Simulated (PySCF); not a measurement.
# C₂H₆O₂Si: excited states

Wanted: excited states for C₂H₆O₂Si (`CC(=O)O[SiH3]`).

Computed with PySCF 2.14.0 and routines of our own; the level stands in each step. Atoms count from 0.

### 1 The starting structure

11 atoms, charge 0, multiplicity 1; geometry from: GFN2-xTB.

### 2 Excited states: TDA PBE0/def2-SVP

Job settings and geometry (Å):

```
{"job": {"kind": "states", "xc": "PBE0", "basis": "def2-SVP", "tda": true, "soc": true, "nstates": 8, "ntriplets": 6, "nquad": 4}, "charge": 0, "multiplicity": 1}
C     -1.908701     0.177802     0.494965
C     -0.561605     0.254801    -0.168748
O     -0.351044     0.730870    -1.251281
O      0.405306    -0.268445     0.574912
Si     1.994583    -0.316172     0.086374
H     -2.149597    -0.863580     0.697551
H     -2.664913     0.618491    -0.147481
H     -1.870706     0.705347     1.445630
H      2.537171    -0.974162     1.266705
H      2.477039     1.045740    -0.106551
H      2.097890    -1.108022    -1.133109
```

With the program's defaults for keys left out, this is: TDA PBE0/def2-SVP excited states, vertical, gas phase, spin-orbit mean-field couplings.

Command:

```console
$ OMP_NUM_THREADS=1 python excited_run.py task.json out
```

This one command runs all jobs of the session in turn.

The log of the run:

```text
coarse grid: 9688 points
cycle   1  E = -518.9257053428  dE =  6.645e-01  |g| = 9.059e-01  |ddm| = 3.284e+00
cycle   2  E = -518.6252705007  dE =  3.004e-01  |g| = 1.547e+00  |ddm| = 2.077e+00
cycle   3  E = -519.0716612366  dE = -4.464e-01  |g| = 2.536e-01  |ddm| = 1.467e+00
cycle   4  E = -519.0836934604  dE = -1.203e-02  |g| = 7.033e-02  |ddm| = 2.463e-01
cycle   5  E = -519.0845189663  dE = -8.255e-04  |g| = 1.922e-02  |ddm| = 5.801e-02
cycle   6  E = -519.0846062060  dE = -8.724e-05  |g| = 2.986e-03  |ddm| = 1.794e-02
cycle   7  E = -519.0846080763  dE = -1.870e-06  |g| = 5.553e-04  |ddm| = 2.998e-03
final grid: 88992 points
cycle   8  E = -519.1630204638  dE = -5.080e-06  |g| = 1.049e-02  |ddm| = 1.943e-02
cycle   9  E = -519.1629863256  dE =  3.414e-05  |g| = 1.702e-02  |ddm| = 2.023e-02
cycle  10  E = -519.1630408942  dE = -5.457e-05  |g| = 2.048e-03  |ddm| = 1.320e-02
cycle  11  E = -519.1630417008  dE = -8.065e-07  |g| = 2.420e-04  |ddm| = 1.645e-03
cycle  12  E = -519.1630417117  dE = -1.093e-08  |g| = 6.549e-05  |ddm| = 2.290e-04
cycle  13  E = -519.1630417127  dE = -9.976e-10  |g| = 9.479e-06  |ddm| = 7.072e-05
converged SCF energy = -519.1630417127

Singlet excitations
state   eV       nm        f     d(h-e)  d(exc)  Lambda  PR(NTO)  |dmu|/D   mu/D   main configurations
  1   5.8932   210.4   0.00181   0.646   2.057   0.489   1.002    1.320    0.522   H->L 0.98
  2   7.3990   167.6   0.03747   2.436   3.518   0.320   1.159    8.689    8.474   H->L+1 0.92
  3   8.1170   152.7   0.00357   1.213   2.842   0.439   1.084    4.617    4.532   H-1->L+1 0.94
  4   8.2523   150.2   0.00135   1.014   2.643   0.420   1.093    3.481    4.296   H-2->L 0.80, H-4->L 0.14
  5   8.4731   146.3   0.10360   0.825   2.959   0.574   1.646                     H-1->L 0.68, H->L+2 0.10
  6   8.6925   142.6   0.11921   0.418   2.716   0.566   1.199                     H-2->L+1 0.88
  7   9.0667   136.7   0.03738   1.790   3.422   0.357   1.388                     H->L+2 0.65, H->L+3 0.18, H-3->L 0.10
  8   9.1605   135.3   0.00505   1.808   3.485   0.303   1.097                     H->L+3 0.80, H->L+2 0.15

Triplet excitations (Tamm-Dancoff)
state   eV     d(h-e)  d(exc)  Lambda  PR(NTO)   main configurations
  1   5.2853   0.640   2.024   0.488   1.003   H->L 0.97
  2   6.2227   0.476   2.000   0.642   1.010   H-1->L 0.72, H-3->L 0.23
  3   7.2000   2.575   3.524   0.298   1.008   H->L+1 0.97
  4   7.6579   0.891   2.615   0.446   1.028   H-1->L+1 0.86, H-3->L+1 0.12
  5   7.8180   0.781   2.440   0.421   1.029   H-2->L 0.73, H-4->L 0.20
  6   7.9526   0.483   2.482   0.563   1.039   H-2->L+1 0.89
S1 - T1 = 0.6079 eV

Spin-orbit couplings |<S|Hso|T>| (cm-1)
             T1       T2       T3       T4       T5       T6
S0       54.992    0.268    5.264   26.670   40.825   34.825
S1        0.472   38.639   16.257    2.516   37.700    0.838
S2       21.937    0.086    0.376   21.245    4.807   14.557
S3        6.319    8.716   23.216    1.526    1.135   26.778
S4       32.439    8.983    8.243    0.814    1.366    9.485
S5       16.364    0.157    0.587   15.326   21.680    4.570
S6        2.119    0.695   20.731   33.679   16.545    0.306
S7        9.987    1.244   25.045    1.876   10.959    0.238
S8        9.360    0.304    7.786    2.308    5.440    0.780
T1 sublevels (cm-1): 0.000 0.020 0.246   radiative rates (1/s): 34.7 1.06 474
```

It took 8.9 s on 1 thread of AMD EPYC 7R43, shared host.

From this job:

| quantity | value |
| --- | --- |
| S1 less T1 | 0.61 eV |

### 3 Excited states: TDDFT CAM-B3LYP/def2-SVPD

The job, as its differences from that of step 2:

```diff
@@ -1,2 +1,2 @@
-{"job": {"kind": "states", "xc": "PBE0", "basis": "def2-SVP", "tda": true, "soc": true, "nstates": 8, "ntriplets": 6, "nquad": 4}, "charge": 0, "multiplicity": 1}
+{"job": {"kind": "states", "xc": "CAM-B3LYP", "basis": "def2-SVPD", "tpa": true, "nstates": 6, "nquad": 5, "ntriplets": 0}, "charge": 0, "multiplicity": 1}
 C     -1.908701     0.177802     0.494965
```

Method: TDDFT CAM-B3LYP/def2-SVPD excited states, vertical, gas phase, two-photon moments by quadratic response.

The log of the run:

```text
coarse grid: 9688 points
cycle   1  E = -519.2131303515  dE =  7.207e-01  |g| = 9.401e-01  |ddm| = 4.380e+00
cycle   2  E = -519.0534778170  dE =  1.597e-01  |g| = 1.365e+00  |ddm| = 3.071e+00
cycle   3  E = -519.3815092810  dE = -3.280e-01  |g| = 1.544e-01  |ddm| = 1.972e+00
cycle   4  E = -519.3852787378  dE = -3.769e-03  |g| = 6.808e-02  |ddm| = 1.964e-01
cycle   5  E = -519.3860923325  dE = -8.136e-04  |g| = 1.246e-02  |ddm| = 8.420e-02
cycle   6  E = -519.3861285993  dE = -3.627e-05  |g| = 3.149e-03  |ddm| = 2.123e-02
cycle   7  E = -519.3861312959  dE = -2.697e-06  |g| = 7.419e-04  |ddm| = 8.119e-03
final grid: 88992 points
cycle   8  E = -519.4738381586  dE = -1.739e-05  |g| = 2.976e-03  |ddm| = 5.025e-02
cycle   9  E = -519.4738375481  dE =  6.105e-07  |g| = 3.625e-03  |ddm| = 9.122e-03
cycle  10  E = -519.4738400594  dE = -2.511e-06  |g| = 5.915e-04  |ddm| = 4.139e-03
cycle  11  E = -519.4738401221  dE = -6.265e-08  |g| = 1.597e-04  |ddm| = 7.905e-04
cycle  12  E = -519.4738401263  dE = -4.237e-09  |g| = 7.580e-05  |ddm| = 2.933e-04
cycle  13  E = -519.4738401275  dE = -1.117e-09  |g| = 9.532e-06  |ddm| = 1.078e-04
cycle  14  E = -519.4738401275  dE = -3.240e-11  |g| = 2.670e-06  |ddm| = 2.271e-05
converged SCF energy = -519.4738401275

Singlet excitations
state   eV       nm        f     d(h-e)  d(exc)  Lambda  PR(NTO)  |dmu|/D   mu/D   delta(TPA)   sigma/GM   main configurations
  1   5.8890   210.5   0.00084   0.646   2.027   0.468   1.004    1.399    0.637        0.04      0.001   H->L+1 0.94
  2   7.5884   163.4   0.03120   1.213   3.366   0.289   1.089    3.497    3.138       21.04      0.444   H->L 0.90
  3   8.0645   153.7   0.00585   0.753   2.881   0.400   1.066    2.879    2.795        1.62      0.039   H-1->L 0.84
  4   8.2746   149.8   0.07116   0.385   3.007   0.440   1.980    1.136    1.660      111.80      2.804   H-1->L+1 0.61, H->L+2 0.21
  5   8.3819   147.9   0.00095   0.824   2.443   0.403   1.051    2.770    3.869        0.26      0.007   H-2->L+1 0.60, H-4->L+1 0.32
  6   8.4174   147.3   0.00773   0.432   2.814   0.425   1.261                                            H-2->L 0.74
```

It took 22 s on 1 thread of AMD EPYC 7R43, shared host.

### 4 Outcome

| quantity | value |
| --- | --- |
| S1 less T1 (step 2, TDA PBE0/def2-SVP) | 0.61 eV |

In words: In step 2, the number of triplets below S1 is 1, and the largest singlet-triplet spin-orbit coupling is S0–T1, 54.99 cm⁻¹.
